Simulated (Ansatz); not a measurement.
## CHAlF₂Se, SMILES F[C]1(F)[AlH][Se]1: a ladder of methods at one geometry

Computed with the Python package of Ansatz (0.2.0).

Input file `chalf2se.xyz`:
```text
6

F     0.90360   -0.54750    1.43480
C     0.36760   -0.60050    0.13170
F     0.04170   -1.88450   -0.28210
Al   -0.80680    0.79080   -0.41990
Se    1.44000    0.36150   -1.17370
H    -1.90400    1.81610    0.26300
```

`run_methods.py`
```python
"""CHAlF2Se at several levels of theory."""

from pathlib import Path

import ansatz as az
import numpy as np


def main() -> None:
    mol = az.Crystal.molecule_from_extxyz("chalf2se.xyz")

    calculation = mol.calculation().basis(gaussian="def2-SVP")

    print("functional    E (Ha)        dipole (D)   HOMO (eV)  LUMO (eV)")
    for name in ["lda", "pbe0", "r2scan", "hse06", "pbe"]:
        summary = calculation.functional(name).forces().orbitals().run(runs_dir="runs").report
        lines = Path(summary["orbitals_path"]).read_text().splitlines()
        field_of = lambda key: [line.split("=")[1].strip() for line in lines if line.startswith(key)]
        orbitals = [(27.211386 * float(e), s, float(n)) for e, s, n in zip(field_of("Ene="), field_of("Spin="), field_of("Occup="))]
        homo = max(e for e, _, n in orbitals if n > 0.5)
        lumo = min(e for e, _, n in orbitals if n < 0.5)
        dipole = 4.803205 * np.linalg.norm(summary["charge_distribution"]["dipole_moment_e_ang"])
        print(f"{name:10s} {summary['free_energy_ev'] / 27.211386246:14.6f} {dipole:9.3f} {homo:11.3f} {lumo:10.3f}")


if __name__ == "__main__":
    main()
```

Output of `python run_methods.py`:
```text
functional    E (Ha)        dipole (D)   HOMO (eV)  LUMO (eV)
lda          -2875.706131     3.138      -5.770     -3.714
pbe0         -2881.149986     3.687      -6.906     -2.914
r2scan       -2881.646275     3.526      -5.939     -3.454
hse06        -2881.138282     3.671      -6.513     -3.283
pbe          -2881.060217     3.083      -5.615     -3.540
```

Notes:
- Total energies depend on the basis set; only differences at equal settings carry meaning.
- The geometry is a force-field or estimated start, not a minimum of this method, and the basis set is short of its limit. A lower total doesn't mark the better method: functionals have no common bound, and MP2 and coupled cluster aren't variational.
- Levels such as HOMO and LUMO are orbital energies: with these approximate functionals they aren't the ionisation energy and electron affinity, and their gap isn't the fundamental gap.
- hse06 follows the composition of plane-wave codes, whose totals differ by tens of mHa, up to about 0.1 Ha, from the form usual in Gaussian-basis programs (wpbeh).
- Run time: 17 s on 1 thread of Arm Neoverse V2 (shared host), peak memory 0.3 GiB.
